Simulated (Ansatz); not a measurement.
**CH5Cl2NSi: a dynamics run in two tries**

The task is a short trajectory. SMILES of the start: C[Si](N)(Cl)Cl.

Method: RKS PBE0-D4/6-31G, in Ansatz 0.2.0.

**1. The system as given**

Bond lengths: Si1–N2 1.729 Å, N2–H3 1.007 Å, N2–H4 1.008 Å, Si1–C5 1.876 Å, C5–H6 1.094 Å, C5–H7 1.092 Å, C5–H8 1.094 Å, Si1–Cl9 2.181 Å, Si1–Cl10 2.173 Å. Angles (14 of 15 angles, heavy atoms first): N2–Si1–C5 112.2°, N2–Si1–Cl9 111.6°, N2–Si1–Cl10 109.1°, C5–Si1–Cl9 108.9°, C5–Si1–Cl10 110.5°, Cl9–Si1–Cl10 104.3°, Si1–N2–H3 123.4°, Si1–N2–H4 121.5°, Si1–C5–H6 109.9°, Si1–C5–H7 110.1°, Si1–C5–H8 110.2°, H3–N2–H4 115.1°, H6–C5–H7 108.7°, H6–C5–H8 109.5°.

Coordinates:

```xyz
10

Si    0.0330    0.0257    0.0654
N    -0.0010   -0.1075    1.7893
H    -0.8489   -0.2290    2.3195
H     0.8381   -0.0205    2.3404
C     1.7833    0.0269   -0.6106
H     2.2882   -0.9047   -0.3401
H     1.7647    0.1125   -1.6994
H     2.3431    0.8754   -0.2066
Cl   -0.9892    1.8262   -0.6197
Cl   -1.1159   -1.6050   -0.7976
```

**2. The run**

Input file input.yaml:

```yaml
crystal:
  periodic: [false, false, false]
  atoms:
    - { symbol: Si, position_ang: [0.032965, 0.02572, 0.065368] }
    - { symbol: "N", position_ang: [-0.000958, -0.107544, 1.789289] }
    - { symbol: H, position_ang: [-0.848902, -0.228962, 2.319514] }
    - { symbol: H, position_ang: [0.838137, -0.020456, 2.340405] }
    - { symbol: C, position_ang: [1.7833, 0.026854, -0.610589] }
    - { symbol: H, position_ang: [2.288197, -0.904728, -0.340107] }
    - { symbol: H, position_ang: [1.764706, 0.112543, -1.699423] }
    - { symbol: H, position_ang: [2.343067, 0.8754, -0.206646] }
    - { symbol: Cl, position_ang: [-0.989244, 1.826188, -0.619714] }
    - { symbol: Cl, position_ang: [-1.115866, -1.605016, -0.797597] }
basis:
  gaussian: { orbitals: "6-31G" }
hamiltonian:
  xc: pbe0
  dispersion: d4
md:
  timestep: -0.5
  n_steps: 25
  ensemble: nve_milne
  temperature: 3000.0
  initial_velocities: maxwell_boltzmann
  seed: 648515
  masses: [{ species: H, mass: 3.016 }]
```

The run is started by

```console
ansatz run input.yaml --threads 1 --pin off --max-ram 2048MiB --backend cpu --events-out ev --progress --plain --runs-dir out
```

Before running it: what results should come out? Wanted: first try.

**Answer**, as computed:

| quantity | value |
| --- | --- |
| first try | refused |
| cause | the time step is negative |

The fault in the first input was caught at the input check and cost nothing.
